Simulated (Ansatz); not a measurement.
The system is Ge3Pd.

```xyz
4
Lattice="4.1420 0.0000 0.0000 0.0000 4.1420 0.0000 0.0000 0.0000 4.1420" Properties=species:S:1:pos:R:3 pbc="T T T"
Pd    0.0000    0.0000    0.0000
Ge    2.0710    2.0710    0.0000
Ge    2.0710    0.0000    2.0710
Ge    0.0000    2.0710    2.0710
```

The cell comes from a database or a generator and needn't be the stable form of this composition.

Base run:

| Property | Result |
| --- | --- |
| Program | Ansatz 0.2.0 |
| Functional | PBEsol |
| Potentials or basis | Ansatz PAW |
| Cutoff | 420 eV (not typed: the program's choice for these potentials) |
| k mesh | 7 × 7 × 7 |
| Occupations | fermi-dirac, width 0.05 eV |
| Spin | no spin polarisation |
| Hubbard terms | Pd d U = 8 eV |

Its results: band gap on the k mesh none (metal or under the smearing width); pressure -2.7 GPa.

**Question.** The run is repeated on the same cell with these changes: hubbard terms from Pd d U = 8 eV to Pd d U = 4 eV. What comes out?

**Answer.** Band gap on the k mesh none (metal or under the smearing width); pressure -3.9 GPa.

Caveats: U without spin polarisation on a metal has little footing; the PAW data sets come from PBE, with cores solved anew for the run's functional, which leaves a small shift of forces and pressure; the U is typed as a test and isn't derived for this compound.
